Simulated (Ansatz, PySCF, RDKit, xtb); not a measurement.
**CH3AlBr: from the formula to a structure**

Given the formula CH3AlBr (odd number of electrons) and nothing else, which arrangement of the atoms is the most stable in the gas at 298.15 K, and what are its properties?

The funnel: GFN2-xTB relaxations, single points with a density functional, relaxations at r2SCAN-D4/def2-SVP, harmonic vibrations, and a last energy at a higher level. All values are calculated.

6 further runs of the same task are left out: 3 that didn't finish, 3 set aside as unsound or not needed.

## Step 1: Possible bonding patterns

All bonding patterns within simple valence rules are listed by program: one Lewis structure each, at most two rings and one unusual centre or charged pair. O–O, O–halogen and N–halogen bonds and N–N–N chains are not drawn. That gives 4 candidates.

```csv
label,SMILES,spin
c024,[AlH2][CH]Br,doublet
c635,[CH3][Al][Br],doublet
c791,[CH2][AlH][Br],doublet
c974,[AlH][CH2]Br,doublet
```

Candidates are built by distance geometry, with a force field where one applies, in up to four conformers (letters a to d). 6 starts with atoms placed at random are added, to find patterns that the rules miss.

**Question.** With final energies at CCSD(T)/def2-SVP + MP2/def2-TZVPP - MP2/def2-SVP, which structure will this search put lowest in free energy, and by what margin?

| quantity | value |
| --- | --- |
| lowest structure found | [CH3][Al][Br], doublet, Cs |
| next finalist | [CH2][AlH][Br], doublet, 15.2 kcal/mol higher in G |
| share at equilibrium, among the finalists | 100.0 % |
| harmonic wavenumbers, lowest and highest (r2SCAN-D4/def2-SVP) | 53 and 3152 cm⁻¹ |
| rotational constants, same geometry | 0.7032, 0.07603, 0.06951 cm⁻¹ |
| dipole moment (PBE0/def2-TZVPD) | 2.09 D |
| HOMO energy (highest over α and β) (PBE0/def2-TZVPD) | -5.80 eV |
| LUMO energy (lowest over α and β) (PBE0/def2-TZVPD) | -2.57 eV |
| lowest excitation (TD-PBE0/def2-SVPD) | 2.52 eV (f = 0.035) |
| strongest of the states computed, same level | 4.79 eV (f = 0.074) |
| vertical ionisation energy (to the singlet cation) | 7.82 eV |
| vertical electron affinity | 1.09 eV |
| vertical quartet less doublet | +5.14 eV |

The search ends on `[CH3][Al][Br]`. Among the finalists first place is clear (15.2 kcal/mol); structures outside the list aren't covered. GFN2-xTB, HF/STO-3G, r2SCAN-D4/def2-SVP, r2SCAN-D4/def2-SVP, relaxed, HF/def2-SVP and MP2/def2-SVP already put its bonding pattern lowest among the structures in one piece. The stability test raises a flag; for an open shell a flag towards a general spinor solution can be the free rotation of the spin. The search is not exhaustive (a finite list of starts, one conformer a finalist), so a lower isomer can't be ruled out. Patterns outside the rules of the enumeration were met only by chance.
